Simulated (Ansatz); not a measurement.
# CH6Ge (triplet): the correlation ladder at distance Ge1–H5 along a hydrogen transfer = 1.592 Å, cc-pVDZ

Aim: climb from Hartree-Fock through coupled cluster and multireference methods for CH6Ge (triplet) at one geometry and basis, and see what each rung misses.

Program: Ansatz 0.2.0, Gaussian basis. Level of theory: cc-pVDZ, core rule «outside noble gas», up to 15 orbitals frozen. These are calculated values, not measurements.

To be run: UHF; CCSD(T) on ROHF; CCSD(T) on UHF; BCCD(T) on ROHF; CISD; CCSDT(Q) on ROHF; CCSDT(Q) on UHF; CASSCF and MRCISD+Q, 4 electrons in 4 orbitals; CASSCF and NEVPT2, 4 electrons in 4 orbitals; CASSCF and MRCISD+Q, 10 electrons in 10 orbitals; CASSCF and NEVPT2, 10 electrons in 10 orbitals.

### Step 1. The system

The geometry derives from fragments relaxed apart (PBE0/def2-TZVP) and kept rigid, so it is no stationary point. A hydrogen atom is moved between rigid fragments. No spin-orbit coupling is included. The filled d shell of Ge may be among the frozen orbitals whatever the setting's name suggests; the logs give the count.

8 atoms, charge 0, spin multiplicity 3.

Atoms are counted from 1 here; the program's logs count them from 0.

Bond lengths: Ge1–H2 1.534 Å, Ge1–H3 1.534 Å, Ge1–H4 1.534 Å, Ge1–H5 1.592 Å, C6–H7 1.079 Å, C6–H8 1.079 Å. Angles: H2–Ge1–H3 109.5°, H2–Ge1–H4 109.5°, H2–Ge1–H5 109.5°, H3–Ge1–H4 109.5°, H3–Ge1–H5 109.5°, H4–Ge1–H5 109.5°, H7–C6–H8 134.8°.

### Step 2. UHF

in.yaml

```yaml
crystal:
  periodic: [false, false, false]
  atoms:
    - {symbol: Ge, position_ang: [-0.478600, 0.000000, 0.000000]}
    - {symbol: H, position_ang: [-0.990050, 1.446599, 0.000001]}
    - {symbol: H, position_ang: [-0.990049, -0.723300, 1.252791]}
    - {symbol: H, position_ang: [-0.990050, -0.723299, -1.252792]}
    - {symbol: H, position_ang: [1.113400, 0.000000, 0.000000]}
    - {symbol: C, position_ang: [2.552400, 0.000000, 0.000000]}
    - {symbol: H, position_ang: [2.966869, 0.000000, 0.996161]}
    - {symbol: H, position_ang: [2.966868, 0.000000, -0.996161]}
basis:
  gaussian: {orbitals: cc-pVDZ}
magnetization: {spin_polarized: true, initial_magnetization: 2}
hamiltonian: {xc: hf}
output: {orbitals: {seedname: orbitals}}
```

On the command line:

```bash
$ ansatz run in.yaml --threads 1 --pin off --events-out ev --progress --plain --max-ram 2816MiB --backend cpu
```

Further steps of the session: CCSD(T) on ROHF; CCSD(T) on UHF; BCCD(T) on ROHF; CISD; CCSDT(Q) on ROHF; CCSDT(Q) on UHF; CASSCF and MRCISD+Q, 4 electrons in 4 orbitals; CASSCF and NEVPT2, 4 electrons in 4 orbitals; CASSCF and MRCISD+Q, 10 electrons in 10 orbitals; CASSCF and NEVPT2, 10 electrons in 10 orbitals.

**Question.** What will the summary of the whole plan be? Wanted: UCCSDT(Q) below the RHF energy; RMP2 from UCCSDT(Q); UMP2 from UCCSDT(Q); RCCSD from UCCSDT(Q); RCCSD(T) from UCCSDT(Q); UCCSD(T) from UCCSDT(Q); RCCSDT(Q) from UCCSDT(Q); NEVPT2 pair from UCCSDT(Q); MRCISD+Q pair from UCCSDT(Q).

The runs gave:

```
                         quantity                                                   value
   UCCSDT(Q) below the RHF energy                                              -7.9081 eV
              RMP2 from UCCSDT(Q)                                             +1531.1 meV
              UMP2 from UCCSDT(Q)                                             +1550.2 meV
             RCCSD from UCCSDT(Q)                                              +202.4 meV
          RCCSD(T) from UCCSDT(Q)                                               +39.0 meV
          UCCSD(T) from UCCSDT(Q)                                               +38.3 meV
         RCCSDT(Q) from UCCSDT(Q)                                                +2.1 meV
       NEVPT2 pair from UCCSDT(Q)                                             +1522.9 meV
     MRCISD+Q pair from UCCSDT(Q)                                               +89.2 meV
 MRCISD+Q frontier from UCCSDT(Q)                                               +45.1 meV
levels within 1 kcal/mol (43 meV)  RCCSD(T), UCCSD(T), BCCD(T), RCCSDT, UCCSDT, RCCSDT(Q)
                    T1 diagnostic                                                   0.024
```

RCCSD(T) lands +39.0 meV from the yardstick (0.5 % of the correlation energy). Of the multireference levels listed MRCISD+Q frontier comes nearest in total energy (+45.1 meV), which doesn't show that its space is the better one. These misses are within one basis, not against nature; the frozen cores of restricted and unrestricted runs differ, which can shift their rows.
